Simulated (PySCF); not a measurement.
**BrCl: changing the method**

What do other methods print for BrCl?

Computed with PySCF 2.14.0. Level: method and basis as typed in the scripts.

2 further runs of the same task are left out: 2 that didn't finish.

**1. Starting geometry**

BrCl: 2 atoms, charge 0, spin multiplicity 1.

Bond lengths: Br1–Cl2 2.085 Å.

**2. The run that the others are compared with**

Contents of input.py:

```python
from pyscf import gto, dft

mol = gto.M(
    atom='Br 0 0 0; Cl 0 0 2.085',
    basis='6-31g*',
    charge=0,
    spin=0,
    verbose=4,
)
mf = dft.RKS(mol, xc='revtpss')
mf = mf.density_fit(auxbasis='def2-universal-jkfit')
mf.kernel()
mf.stability(internal=True, external=True)
mf.dip_moment()
print('orbital energies (hartree):', mf.mo_energy[..., max(0, mol.nelec[1]-3):mol.nelec[0]+3].round(4))
```

The run is started by

```sh
OMP_NUM_THREADS=1 python input.py
```

**3. Pbe0**

Variant 1 changes functional: revtpss → pbe0.

input.py: that of step 2 with these lines changed.

```diff
@@ -9,3 +9,3 @@
 )
-mf = dft.RKS(mol, xc='revtpss')
+mf = dft.RKS(mol, xc='pbe0')
 mf = mf.density_fit(auxbasis='def2-universal-jkfit')
```

**4. TDDFT**

Variant 2 changes step after the SCF: stability → tddft; number of roots: none → 6.

input.py: that of step 2 with these lines changed.

```diff
@@ -1,2 +1,2 @@
-from pyscf import gto, dft
+from pyscf import gto, dft, tdscf
 
@@ -12,3 +12,6 @@
 mf.kernel()
-mf.stability(internal=True, external=True)
+td = tdscf.TDDFT(mf)
+td.nstates = 6
+td.kernel()
+td.analyze()
 mf.dip_moment()
```

What does the calculation give? Wanted: for each run, E(SCF); from base; gap; SCF dipole; after the SCF.

The runs gave:

```csv
run,E(SCF) (hartree),from base (eV),cycles,gap (eV),SCF dipole (D),after the SCF
base,-3033.156407,0,8,3.13,0.43,stable
pbe0,-3033.548153,not comparable,8,5.21,0.51,stable
TDDFT,-3033.156407,0.0000,8,3.13,0.43,lowest root found 3.48 eV
```

The gap between the frontier levels is 3.1 eV with revtpss (0 % exact exchange) and 5.2 eV with pbe0 (25 %): exact exchange opens it. Total energies of different functionals can't be compared with each other; differences within one functional can.
